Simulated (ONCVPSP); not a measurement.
**Pseudopotential generation for Zn: ONCV, PBEsol**

Task: generate the file, and judge it by its errors in other configurations, its logarithmic derivatives, its ghosts and its cutoff.

Program: ONCVPSP 4.0.1. Reference atom: PBEsol, scalar-relativistic, spherical and spin-unpolarised. All values are calculated.

### Step 1. Starting point

Typed settings, in words:

```json
{
 "element": "zinc (Zn, Z = 30)",
 "type": "optimised norm-conserving Vanderbilt (ONCV)",
 "frozen core": "[Ne] 3s2",
 "valence charge": "18",
 "reference configuration": "3p6 3d10 4s1 (charge +1)",
 "partial waves": "4s: rc 1.95 bohr, ncon 4, nbas 7, qcut 2.9 1/bohr, 3 projectors, debl 3.4 Ha; 3p: rc 0.85 bohr, ncon 4, nbas 7, qcut 19.9 1/bohr, 2 projectors, debl 0.7 Ha; 3d: rc 0.75 bohr, ncon 4, nbas 8, qcut 14.6 1/bohr, 1 projector",
 "local potential": "polynomial inside 0.60 bohr (lpopt 5, dvloc0 6 Ha)",
 "core correction": "Teter function, fcfact 5, rcfact 1.65"
}
```

The outer shells as boxes (Hund's rule for the drawing; the calculation is spin-unpolarised):

```
[Ne] core
3s [↑↓]
3p [↑↓][↑↓][↑↓]
3d [↑↓][↑↓][↑↓][↑↓][↑↓]
4s [↑ ]
```

### Step 2. The generation run

File Zn.dat:

```
# ATOM AND REFERENCE CONFIGURATION
# atsym  z   nc   nv     iexc    psfile
  Zn 30.00    4    3  -116133      upf
#
#   n    l    f
    1    0    2.00
    2    0    2.00
    2    1    6.00
    3    0    2.00
    3    1    6.00
    3    2   10.00
    4    0    1.00
#
# PSEUDOPOTENTIAL AND OPTIMIZATION
# lmax
    2
#
#   l,   rc,      ep,       ncon, nbas, qcut
    0    1.95    0.00    4    7    2.90
    1    0.85    0.00    4    7   19.90
    2    0.75    0.00    4    8   14.60
#
# LOCAL POTENTIAL
# lloc, lpopt,  rc(5),   dvloc0
    4    5    0.60    6.00
#
# VANDERBILT-KLEINMAN-BYLANDER PROJECTORs
# l, nproj, debl
    0    3    3.40
    1    2    0.70
    2    1    3.50
#
# MODEL CORE CHARGE
# icmod, fcfact, rcfact
    3    5.00    1.65
#
# LOG DERIVATIVE ANALYSIS
# epsh1, epsh2, depsh
   -5.00    5.00    0.04
#
# OUTPUT GRID
# rlmax, drl
    6.00    0.01
#
# TEST CONFIGURATIONS
# ncnf
    4
# nvcnf
#   n    l    f
    3
    3    1    6.00
    3    2   10.00
    4    0    2.00
#
    3
    3    1    6.00
    3    2   10.00
    4    0    0.00
#
    3
    3    1    6.00
    3    2    9.00
    4    0    0.00
#
    3
    3    1    5.00
    3    2   10.00
    4    0    2.00
#
```

Started as:

```sh
$ oncvpsp.x < Zn.dat > Zn.out
```

What does the calculation give? Wanted: cutoffs for 1 and 0.1 mHa per electron, occupied waves; bound ghosts; GHOST(+) flags; largest test error; largest phase difference near zero energy, channels read; rms error of d²Exc/dn², without and with the model core; projector energies reset by the program.

As calculated:

| quantity | value |
| --- | --- |
| cutoffs for 1 and 0.1 mHa per electron, occupied waves | 322 Ha and 425 Ha |
| bound ghosts | s at -65.25 eV |
| GHOST(+) flags | none at low energy |
| largest test error (AE − PS) | -104 meV, for 3p5 3d10 4s2 |
| largest phase difference near zero energy, channels read | 0.001 rad |
| rms error of d²Exc/dn², without and with the model core | 3.92 and 1.09 mHa |
| projector energies reset by the program | p: -3.416, 0.250 Ha |

**Reading.** It has a bound ghost (s), a state that the atom doesn't have, and that rules the file out. The worst unpolarised test, 3p5 3d10 4s2, is off by 104 meV on 82.0 eV; by total energies transferability rates as fair for so large an energy. That test lies far up in energy; among those under 40 eV, nearer to bonding, the largest error is 14 meV. The potential is very hard: the looser tolerance needs 322 Ha. At the looser tolerance the 3d wave is the slowest; 3p needs 104 Ha. Near zero energy the phases of the channels with partial waves agree within 0.001 rad. The pseudo curves have a pole with no partner nearby in the atom's: s at -2.42 Ha. These are tests on the free atom; a crystal test is still owed.
